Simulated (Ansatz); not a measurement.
# BCl₂HSe: basis-set convergence

Aim: see how fast density functionals converge with the basis set for BCl₂HSe.

The runs use Ansatz 0.2.0, Gaussian basis; one geometry, several basis sets.

The runs, in order: PBE0-D4/def2-SVP; ωB97M-V/def2-SVP; PBE0-D4/def2-QZVPP; ωB97M-V/def2-QZVPP; the functionals' def2-TZVPP values are taken from earlier runs.

**1. The relaxed structure**

All runs share one geometry, relaxed beforehand with PBE0-D4 in a triple-zeta def2 set.

SMILES `ClB(Cl)[SeH]`, 5 atoms, charge 0, spin multiplicity 1.

Atoms are counted from 1 here; the program's logs count them from 0.

Bond lengths: Cl1–B2 1.744 Å, B2–Cl3 1.746 Å, B2–Se4 1.927 Å, Se4–H5 1.468 Å. Angles: Cl1–B2–Cl3 119.8°, Cl1–B2–Se4 122.8°, Cl3–B2–Se4 117.4°, B2–Se4–H5 95.0°.

**2. PBE0-D4 in def2-SVP**

Contents of in.yaml:

```yaml
crystal:
  periodic: [false, false, false]
  atoms:
    - {symbol: Cl, position_ang: [0.365343, 0.131397, 1.782024]}
    - {symbol: B, position_ang: [0.312310, -0.421321, 0.129206]}
    - {symbol: Cl, position_ang: [1.157626, -1.879497, -0.325025]}
    - {symbol: Se, position_ang: [-0.651406, 0.512124, -1.253685]}
    - {symbol: H, position_ang: [-1.134074, 1.583696, -0.373918]}
basis:
  gaussian: {orbitals: def2-SVP}
hamiltonian: {xc: pbe0, dispersion: d4}
output: {orbitals: {seedname: orbitals}}
```

After this run come: ωB97M-V in def2-SVP; PBE0-D4 in def2-QZVPP; ωB97M-V in def2-QZVPP.

Before running them: what should the planned runs give, taken together? Wanted: PBE0-D4: double and triple zeta above quadruple; ωB97M-V: double and triple zeta above quadruple.

**Answer**, as computed:

| quantity | value |
| --- | --- |
| PBE0-D4: double and triple zeta above quadruple | 19.35, 2.13 eV |
| ωB97M-V: double and triple zeta above quadruple | 19.15, 2.05 eV |

In words: For PBE0-D4 the step from double to triple zeta gains 17.22 eV and the next only 2.13 eV. Total energies overstate the basis error of differences, where much of it tends to cancel.
